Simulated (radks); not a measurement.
# Numerical settings for Lu

Aim: see which numerical settings matter for neutral lutetium. Each run changes a setting or two against a run with the defaults. The defaults are a mesh step of 0.008 in ln r, a mesh end at 40 bohr or more, Anderson mixing 0.5 over 9 steps and a tight residual threshold, with the energy settled to 1e-9 hartree as well; every run has a cap on iterations.

The numbers are computed with radks (a radial shooting solver on a logarithmic mesh, Libxc functionals) version 1 (Dirac Kohn-Sham, PBEsol, spin-unpolarised, spherical densities, finite nucleus; open shells fill j = l - 1/2 first), except any that are marked as measured or tabulated.

## 1. Starting point

* element: lutetium (Z = 71)
* charge: 0
* electrons: 71
* configuration: [Xe] 4f14 5d1 6s2
* nuclear rms radius: 5.37 fm

## 2. Default settings

The run's settings:

```text
Z 71
configuration [Xe] 4f14 5d1 6s2
relativity Dirac
functional pbe_sol,pbe_sol
spin unpolarised
j_filling energy
nucleus finite rms 5.37 fm
c 137.035999084
max_iterations 52
```

Started as:

```bash
$ python run_ks.py task.json out
```

The same process makes all the runs of this session.

## 3. Mesh step in ln r 0.02

Settings, as their differences from step 2:

```diff
@@ -8,2 +8,3 @@
 c 137.035999084
+mesh_step 0.02
 max_iterations 52
```

## 4. Mesh step in ln r 0.2

Settings, as their differences from step 3:

```diff
@@ -8,3 +8,3 @@
 c 137.035999084
-mesh_step 0.02
+mesh_step 0.2
 max_iterations 52
```

## 5. Mesh step in ln r 0.003

Settings, as their differences from step 4:

```diff
@@ -8,3 +8,3 @@
 c 137.035999084
-mesh_step 0.2
+mesh_step 0.003
 max_iterations 52
```

## 6. Mesh end (bohr) 400

Settings, as their differences from step 5:

```diff
@@ -8,3 +8,3 @@
 c 137.035999084
-mesh_step 0.003
+mesh_end 400
 max_iterations 52
```

## 7. Mesh end (bohr) 2

Settings, as their differences from step 6:

```diff
@@ -8,3 +8,3 @@
 c 137.035999084
-mesh_end 400
+mesh_end 2
 max_iterations 52
```

## 8. Residual threshold 0.01

Settings, as their differences from step 7:

```diff
@@ -8,3 +8,3 @@
 c 137.035999084
-mesh_end 2
+threshold 0.01
 max_iterations 52
```

## 9. Residual threshold 0.1

Settings, as their differences from step 8:

```diff
@@ -8,3 +8,3 @@
 c 137.035999084
-threshold 0.01
+threshold 0.1
 max_iterations 52
```

## 10. Mixing 1

Settings, as their differences from step 9:

```diff
@@ -8,3 +8,3 @@
 c 137.035999084
-threshold 0.1
+mixing 1
 max_iterations 52
```

## 11. Mixing history 1, mixing 0.8

Settings, as their differences from step 10:

```diff
@@ -8,3 +8,4 @@
 c 137.035999084
-mixing 1
+history 1
+mixing 0.8
 max_iterations 52
```

## 12. Mixing history 1, mixing 0.05

Settings, as their differences from step 11:

```diff
@@ -9,3 +9,3 @@
 history 1
-mixing 0.8
+mixing 0.05
 max_iterations 52
```

## 13. Mixing history 20

Settings, as their differences from step 12:

```diff
@@ -8,4 +8,3 @@
 c 137.035999084
-history 1
-mixing 0.05
+history 20
 max_iterations 52
```

## 14. Iteration cap 3

Settings, as their differences from step 13:

```diff
@@ -8,3 +8,2 @@
 c 137.035999084
-history 20
-max_iterations 52
+max_iterations 3
```

What does the calculation give? Wanted: for each run, setting; iterations; converged; change of E.

**Answer**, as computed:

```csv
setting,mesh points,iterations,converged,change of E (mhartree),time
Default settings,2440,17,yes,0,0.16 s
mesh step in ln r 0.02,976,17,yes,+0.0003227,0.07 s
mesh step in ln r 0.2,98,4,no,-,0.01 s
mesh step in ln r 0.003,6507,17,yes,0,0.41 s
mesh end (bohr) 400,2476,17,yes,0,0.16 s
mesh end (bohr) 2,1814,15,no,-,0.11 s
residual threshold 0.01,2440,12,yes,0,0.13 s
residual threshold 0.1,2440,12,yes,0,0.13 s
mixing 1,2440,15,yes,0,0.15 s
"mixing history 1, mixing 0.8",2440,52,no,-,1.2 s
"mixing history 1, mixing 0.05",2440,52,no,-,0.45 s
mixing history 20,2440,24,yes,0,0.21 s
iteration cap 3,2440,3,no,-,0.05 s
```

**Reading.** A zero stands for a change under the printed digits. No run that converges misses the default energy by more than 1 mhartree. Not converged or rejected: mesh step in ln r 0.2; mesh end (bohr) 2; mixing history 1, mixing 0.8; mixing history 1, mixing 0.05; iteration cap 3. A mesh that ends early acts as a hard wall.
